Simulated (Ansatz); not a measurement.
# LaBi2ClO4 (P4/mmm): equation of state with a fit, by script

Wanted for LaBi2ClO4 (P4/mmm): an equation of state with a fit.

All numbers are computed with Ansatz 0.2.0 through its Python package. Level of theory: DFT PBEsol, plane waves, PAW.

### Step 1. The structure

It takes space group P4/mmm (No. 123, tetragonal). The conventional cell has a = 3.989 Å, b = 3.989 Å, c = 9.333 Å, α = 90.00°, β = 90.00°, γ = 90.00°. Around La (site symmetry 4/mmm) lie 8 O at 2.50 Å. Bi (site symmetry 4mm) has 4 O at 2.27 Å in its first shell of neighbours. Cl (site symmetry 4/mmm) is surrounded by 8 Bi at 3.50 Å. O (site symmetry 2mm) is surrounded by 2 Bi at 2.27 Å and 2 La at 2.50 Å.

The script holds or builds the structure itself.

### Step 2. The script

File eos_labi2clo4.py:

```python
'''Equation of state of LaBi2ClO4.'''

import warnings

import ansatz as az
from ase.eos import EquationOfState
from ase.units import GPa
import numpy as np

FILLING = 'Fixed'
FUNCTIONAL = 'pbesol'
CUTOFF_EV = 500
KMESH = (6, 6, 4)

vectors0 = np.array([
    [3.988897, 0.0, 0.0],
    [0.0, 3.988897, 0.0],
    [0.0, 0.0, 9.333185],
])
sites = [
    ('La', (0.0, 0.0, 0.0)),
    ('Bi', (0.5, 0.5, 0.278377)),
    ('Bi', (0.5, 0.5, 0.721623)),
    ('Cl', (0.0, 0.0, 0.5)),
    ('O', (0.0, 0.5, 0.161656)),
    ('O', (0.0, 0.5, 0.838344)),
    ('O', (0.5, 0.0, 0.161656)),
    ('O', (0.5, 0.0, 0.838344)),
]


def build(cell):
    crystal = az.Crystal(lattice=az.Lattice.of(cell))
    for symbol, position in sites:
        crystal = crystal.atom(symbol, position)
    return crystal


def main() -> None:
    warnings.simplefilter('ignore', az.DeckWarning)

    # uniform scaling of the cell
    volumes, energies = [], []
    for scale in np.linspace(0.92, 1.08, 7):
        cell = vectors0 * scale ** (1 / 3)
        job = (
            build(cell).calculation()
            .occupations(FILLING)
            .functional(FUNCTIONAL)
            .basis(CUTOFF_EV)
            .kpoints(*KMESH)
        )
        data = job.run(threads=1, backend='cpu').report
        volumes.append(abs(np.linalg.det(cell)) / len(sites))
        energies.append(data['free_energy_ev'] / len(sites))
        print(f'V = {volumes[-1]:8.4f} A^3/atom  F = {energies[-1]:.5f} eV/atom')

    eos = EquationOfState(volumes, energies, eos='vinet')
    v0, e0, bulk = eos.fit()
    print(f'V0 = {v0:.4f} A^3/atom, E0 = {e0:.5f} eV/atom, B = {bulk / GPa:.1f} GPa')
    eos.plot('eos.png')


if __name__ == '__main__':
    main()
```

### Step 3. Launch

Started as:

```console
python eos_labi2clo4.py
```

**Question.** Estimate the equilibrium volume and the bulk modulus.

As calculated:

| quantity | value |
| --- | --- |
| runs compared | 7 |
| range of energy | 77.60 meV/atom |
| lowest point, volume (Å³/atom) | 18.068 |
| equilibrium volume (fit) | 17.83 Å³/atom |
| bulk modulus (fit) | 113 GPa |

**Reading.** A third-order Birch-Murnaghan fit through the 7 points (the script's own form differs a little) has its minimum at 17.83 Å³ an atom, 4.0 % below the typed cell, with a bulk modulus of 113 GPa and dB/dP = 4.5. From that minimum the energy rises by 11.9 meV an atom on the compressed side and 78.7 meV on the expanded side. What to keep in mind:
- Shape and fractional positions are held along the curve, so the bulk modulus is an upper value where they are free to relax.
- Spin-orbit coupling, which matters for elements this heavy, is left out.
- This cell is a computed structure, which may not be the phase found in nature.
